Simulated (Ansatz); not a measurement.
# C8H16O2: up Jacob's ladder to CCSD(T)

How much do the methods differ for C8H16O2? The plan is to run it at one geometry with functionals of several rungs and with coupled cluster. The yardstick is the atomisation energy at the CCSD(T) limit.

Computed with Ansatz 0.2.0, Gaussian basis. Level: functionals in def2-TZVPP, the program's frozen cores in correlated methods.

Plan: LDA (SPW92), PBE-D4, revPBE-D4, BLYP-D4, r2SCAN-D4, B97M-V, PBE0-D4, B3LYP-D4, r2SCANh-D4, r2SCAN0-D4, HSE06-D4, BHLYP-D4, CAM-B3LYP-D4, LC-ωPBE, ωB97X-V, ωB97M-V, B2PLYP, PBE-QIDH; CCSD(T)/def2-SVP; CCSD(T)/def2-TZVPP; MP2/def2-QZVPP; extrapolation to the limit; RPA on PBE.

### Step 1. Structure used throughout

An earlier PBE0-D4 in a triple-zeta def2 set relaxation fixed the geometry.

SMILES `CCCCC(=O)OCCC`, 26 atoms, charge 0, spin multiplicity 1.

Atoms are counted from 1 here; the program's logs count them from 0.

Bond lengths: C1–C2 1.518 Å, C1–H11 1.094 Å, C1–H12 1.092 Å, C1–H13 1.093 Å, C2–C3 1.521 Å, C2–H14 1.094 Å, C2–H15 1.097 Å, C3–C4 1.517 Å, C3–H16 1.094 Å, C3–H17 1.095 Å, C4–C5 1.505 Å, C4–H18 1.093 Å, C4–H19 1.096 Å, C5–O6 1.203 Å, C5–O7 1.340 Å, O7–C8 1.433 Å, C8–C9 1.513 Å, C8–H20 1.092 Å and more. Angles: C2–C1–H11 111.2°, C2–C1–H12 111.6°, C2–C1–H13 110.9°, H11–C1–H12 107.7°, H11–C1–H13 107.6°, H12–C1–H13 107.7°, C1–C2–C3 112.6°, C1–C2–H14 109.5°, C1–C2–H15 109.7°, C3–C2–H14 109.1°, C3–C2–H15 109.2°, H14–C2–H15 106.5°, C2–C3–C4 113.3°, C2–C3–H16 109.4°, C2–C3–H17 109.4°, C4–C3–H16 109.0°, C4–C3–H17 108.8°, H16–C3–H17 106.8° and more.

### Step 2. LDA

This LDA is Slater exchange with PW92 correlation.

The input, in.yaml:

```yaml
crystal:
  periodic: [false, false, false]
  atoms:
    - {symbol: C, position_ang: [-3.030370, 0.786007, -2.964218]}
    - {symbol: C, position_ang: [-1.797415, 0.181953, -2.316119]}
    - {symbol: C, position_ang: [-2.076541, -0.362660, -0.924160]}
    - {symbol: C, position_ang: [-0.852164, -0.961703, -0.257748]}
    - {symbol: C, position_ang: [0.172845, 0.067098, 0.137535]}
    - {symbol: O, position_ang: [-0.042325, 1.241833, 0.279122]}
    - {symbol: O, position_ang: [1.368952, -0.501460, 0.341183]}
    - {symbol: C, position_ang: [2.419817, 0.362706, 0.792500]}
    - {symbol: C, position_ang: [2.398676, 0.538515, 2.295223]}
    - {symbol: C, position_ang: [2.566390, -0.764115, 3.057993]}
    - {symbol: H, position_ang: [-3.831798, 0.047093, -3.056175]}
    - {symbol: H, position_ang: [-2.812539, 1.165843, -3.964894]}
    - {symbol: H, position_ang: [-3.415872, 1.618562, -2.369448]}
    - {symbol: H, position_ang: [-1.009127, 0.938531, -2.253141]}
    - {symbol: H, position_ang: [-1.405923, -0.625224, -2.946962]}
    - {symbol: H, position_ang: [-2.468677, 0.439524, -0.291931]}
    - {symbol: H, position_ang: [-2.856126, -1.129603, -0.983460]}
    - {symbol: H, position_ang: [-0.368700, -1.710149, -0.891552]}
    - {symbol: H, position_ang: [-1.128436, -1.484433, 0.665409]}
    - {symbol: H, position_ang: [3.338246, -0.131517, 0.468885]}
    - {symbol: H, position_ang: [2.327796, 1.325069, 0.286731]}
    - {symbol: H, position_ang: [3.205941, 1.232795, 2.552553]}
    - {symbol: H, position_ang: [1.465306, 1.033936, 2.576533]}
    - {symbol: H, position_ang: [3.519068, -1.244120, 2.816474]}
    - {symbol: H, position_ang: [2.542914, -0.594433, 4.136330]}
    - {symbol: H, position_ang: [1.770044, -1.470028, 2.813336]}
basis:
  gaussian: {orbitals: def2-TZVPP}
hamiltonian: {xc: lda}
output: {orbitals: {seedname: orbitals}}
```

Started as:

```console
$ ansatz run in.yaml --threads 4 --pin off --events-out ev --progress --plain --max-ram 63488MiB --backend cuda --devices 0, --max-vram 37GiB
```

After this run come: PBE-D4 (GGA); revPBE-D4 (GGA); BLYP-D4 (GGA); r2SCAN-D4 (meta-GGA); B97M-V (meta-GGA); B3LYP-D4 (hybrid); r2SCANh-D4 (hybrid); r2SCAN0-D4 (hybrid); HSE06-D4 (hybrid); BHLYP-D4 (hybrid); CAM-B3LYP-D4 (range-separated); LC-ωPBE (range-separated); ωB97X-V (range-separated); ωB97M-V (range-separated); B2PLYP (double hybrid); PBE-QIDH (double hybrid); CCSD(T) in def2-SVP; CCSD(T) in def2-TZVPP; MP2 in def2-QZVPP; RPA on PBE orbitals.

Q: Predict the results of all the runs planned. Wanted: atomisation energy, CCSD(T)/CBS; farthest beyond LDA; mean size of error, GGA; mean size of error, meta-GGA; mean size of error, hybrid; mean size of error, range-separated; mean size of error, double hybrid; gap, smallest and largest; T1 diagnostic.

As calculated:

| quantity | value |
| --- | --- |
| atomisation energy, CCSD(T)/CBS | 10716.2 kJ/mol |
| functionals within 53.6 kJ/mol (0.5 %) | revPBE-D4, BLYP-D4, r2SCAN-D4, B97M-V, B3LYP-D4, r2SCANh-D4, LC-ωPBE, ωB97X-V, ωB97M-V, PBE-QIDH |
| farthest beyond LDA | BHLYP-D4 (-285.7 kJ/mol) |
| mean size of error, GGA | 96.0 kJ/mol |
| mean size of error, meta-GGA | 33.4 kJ/mol |
| mean size of error, hybrid | 96.1 kJ/mol |
| mean size of error, range-separated | 36.1 kJ/mol |
| mean size of error, double hybrid | 51.6 kJ/mol |
| gap, smallest and largest | 5.45 eV (LDA (SPW92)), 13.46 eV (LC-ωPBE) |
| T1 diagnostic | 0.0120 |
| triples share of the correlation energy | 3.9 % |

In words: LDA overbinds by 1574.0 kJ/mol (15 %). PBE-D4 misses by +261.4 kJ/mol. Double hybrids carry the basis error of their MP2 part in triple zeta, and no dispersion term here, so their miss is partly the set-up's. The rungs meta-GGA, range-separated, double hybrid miss on average by less than the doubt on the reference (53.6 kJ/mol), so they tie. The reference freezes the cores and leaves out relativity and excitations past (T), so misses under about 53.6 kJ/mol can't be ranked. Hartree-Fock recovers 74 % of the binding; the rest is correlation. CCSD(T) in def2-SVP is off by -393.1 kJ/mol, worse than the median functional, from the basis alone. Orbital gaps span 5.4 to 13.5 eV; exact exchange widens them.
